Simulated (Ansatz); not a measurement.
# BeSe3: a trial structure relaxed

Where does BeSe3 go from the start given, TiAl3 (D0_22) type (I4/mmm, No. 139)?

Method: DFT PBE, scalar-relativistic, plane waves, PAW, in Ansatz 0.2.0.

**1. Starting point**

Symmetry: I4/mmm, No. 139, tetragonal system. The conventional cell has a = 4.260 Å, b = 4.260 Å, c = 9.515 Å, α = 90.00°, β = 90.00°, γ = 90.00°. Be (site symmetry 4/mmm) has 12 Se at 3.01 to 3.19 Å as nearest neighbours. Se (site symmetry 4/mmm) is surrounded by 4 Be at 3.01 Å. Around Se (site symmetry -4m2) lie 8 Se at 3.01 to 3.19 Å and 4 Be at 3.19 Å.

Coordinates:

```
CELL_PARAMETERS angstrom
-2.12982 2.12982 4.75751
2.12982 -2.12982 4.75751
2.12982 2.12982 -4.75751
ATOMIC_POSITIONS crystal
Be 0.00000 0.00000 0.00000
Se 0.50000 0.50000 0.00000
Se 0.25000 0.75000 0.50000
Se 0.75000 0.25000 0.50000
```

(A quick probe on a coarse mesh, which set the mesh and smearing, is not shown.)

**3. Coarse relaxation**

Input file input.yaml:

```yaml
crystal:
  lattice:
    - [-2.1298165012, 2.1298165012, 4.7575121846]
    - [2.1298165012, -2.1298165012, 4.7575121846]
    - [2.1298165012, 2.1298165012, -4.7575121846]
  atoms:
    - { symbol: Be, position: [0.0, 0.0, 0.0] }
    - { symbol: Se, position: [0.5, 0.5, 0.0] }
    - { symbol: Se, position: [0.25, 0.75, 0.5] }
    - { symbol: Se, position: [0.75, 0.25, 0.5] }
basis:
  ecutwfc: 420
kpoints:
  mp_grid: { grid: [6, 6, 6] }
hamiltonian:
  xc: pbe
scf:
  occupations: { method: gaussian, width: 0.1 }
  lower_state_search: "off"
output:
  forces: true
  stress: true
  eigenvalues: true
relax:
  adjacent_minimum: "off"
  f_tol: 0.04
  max_steps: 70
  cell: { stress_tol: 0.4 }
```

On the command line:

```sh
$ ansatz run input.yaml --threads 1 --pin off --max-ram 2560MiB --backend cpu --events-out ev --progress --plain --runs-dir out
```

The session goes on with these runs: relaxing cell and atoms.

**Question.** What will these runs give?

**Answer**, as computed:

Formation energies count from the elements, computed with the same settings in runs not shown here.

```
                          quantity                                                                       value
               cell (conventional)  a = 3.556 Å, b = 3.556 Å, c = 17.918 Å, α = 90.00°, β = 90.00°, γ = 90.00°
                       space group                                                            I4/mmm (No. 139)
                            volume                                                               28.32 Å³/atom
                   gap on the mesh                                                                none (metal)
formation energy from the elements                                                              +0.264 eV/atom
```

In words: The space group stayed I4/mmm, and from the first guess the volume went from 21.58 to 28.32 Å³/atom. The formation energy of +0.26 eV/atom is positive, so the elements lie lower than this structure; another structure of the compound can lie lower. The final runs have no spin polarisation, so no magnetic state was tried and one may lie lower.
